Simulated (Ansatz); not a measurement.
Working through a breakdown of dispersion, smearing and cutoff terms of Rb₃Sn, space group Fm-3m

Program: Ansatz's Python interface.

Run as a notebook:

```python
import ansatz as az
import numpy as np
```

```python
SCF_TOL = 1e-07
OCCUPATIONS = "cold"
SMEARING_WIDTH = 0.1
KGRID = (4, 4, 4)

vectors = np.array([
    [0.0, 4.658584, 4.658584],
    [4.658584, 0.0, 4.658584],
    [4.658584, 4.658584, 0.0],
])
rb3sn = (
    az.Lattice.of(vectors)
    .atom("Rb", (0.25, 0.25, 0.25))
    .atom("Rb", (0.75, 0.75, 0.75))
    .atom("Rb", (0.5, 0.5, 0.5))
    .atom("Sn", (0.0, 0.0, 0.0))
)
```

```python
calc = (
    rb3sn.calculation()
    .scf(tolerance=SCF_TOL)
    .occupations(OCCUPATIONS, width=SMEARING_WIDTH)
    .kpoints(*KGRID, center="gamma")
)
with_term = calc.functional("rpbe", dispersion="d4").basis(380).cutoff_correction(630).run(threads=1, pin="off").report
without = calc.functional("rpbe").basis(380).run(threads=1, pin="off").report
finer = calc.functional("rpbe").basis(630).run(threads=1, pin="off").report
removed = az.free_energy_without(with_term, az.EnergyTerm.DISPERSION)
print(f"dispersion term            {with_term['components']['e_disp']:.5f} eV")
print(f"F less dispersion          {removed:.5f} eV, run without it {without['free_energy_ev']:.5f} eV")
print(f"F less smearing term       {az.free_energy_without(without, az.EnergyTerm.SMEARING):.5f} eV")
print(f"estimated gain to 630 eV   {with_term['cutoff_correction']['energy_ev']:.5f} eV, found {finer['free_energy_ev'] - without['free_energy_ev']:.5f} eV")
```

    DeckWarning: basis.ecutwfc = 380 eV is below the records' recommended 420 eV, and the density's cutoff is lower with it unless basis.ecutrho_ratio is high enough to keep the records' density cutoff: compare with a run at a higher cutoff
    dispersion term            -0.54783 eV
    F less dispersion          -15854.94915 eV, run without it -15854.94915 eV
    F less smearing term       -15854.93070 eV
    estimated gain to 630 eV   -0.00167 eV, found -0.00170 eV

Notes:
- Total energies depend on the potentials; only differences at equal settings carry meaning. A total without «per atom» is that of the cell as typed.
- The cutoff lies under the one recommended for these potentials in some of the runs.
- Dispersion corrections can be off by several per cent in the lattices of metals, and by several GPa in the pressure at a fixed cell.
- The mesh is modest for a metal, so energies can be off by several to tens of meV an atom and pressures by half a GPa or more; differences at equal mesh fare better.
- The structure comes from a database of computed cells and needn't be a stable or known phase.
- Warnings are shown shortened and without file and line.
- Timing: 6.6 s on 1 thread of Arm Neoverse V2, with other jobs on the host, peak memory 0.55 GiB.

(Lines on the test bed's own set-up are left out of the output.)
